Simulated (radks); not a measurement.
# Cr⁴⁺ in [Ar] 3d2: an all-electron calculation

Aim: the levels, the sizes of the orbitals and the parts of the energy of the chromium ion Cr4+.

The numbers are computed with radks (a radial shooting solver on a logarithmic mesh, Libxc functionals) version 1 (scalar-relativistic Kohn-Sham, SCAN, spin-unpolarised, spherical densities, finite nucleus), except any that are marked as measured or tabulated.

### Step 1. The system

| Property | Result |
| --- | --- |
| element | chromium (Z = 24) |
| charge | +4 |
| electrons | 20 |
| configuration | [Ar] 3d2 |
| nuclear rms radius | 3.6452 fm |

The outer shells:

Cr⁴⁺
```
[Ar] core
3d [↑ ][↑ ][  ][  ][  ]
```

### Step 2. Self-consistent calculation

Settings of this run:

```text
Z 24
configuration [Ar] 3d2
relativity scalar-relativistic
functional scan,scan
spin unpolarised
nucleus finite rms 3.6452 fm
c 137.035999084
```

Started as:

```bash
$ python run_ks.py task.json out
```

All runs below come from this command, one after another.

**Question.** What will this run give?

The runs gave:

| quantity | value |
| --- | --- |
| total energy | -1047.10611 hartree |
| exchange-correlation share of it | 4.51 % |
| −T/E | 1.0103 |
| highest occupied level | 3d, -57.459 eV |
| most extended occupied level | 3d, <r> = 1.02 bohr |
| radius at density 0.001 e/bohr³ | 2.53 bohr |
| maxima of the radial density | 3 |
| ionisation energy, NIST | 69.46 (semi-emp.) eV |

3 principal shells are occupied and 3 maxima appear in the radial density. −T/E is 1.010: with relativity the kinetic term as defined here no longer equals −E. The top level binds by 57.459 eV, 83 % of the NIST ionisation energy of 69.46 eV; the potential of a semilocal functional falls off too fast, so its top eigenvalue is too shallow. Spin polarisation and multiplet splitting are left out.
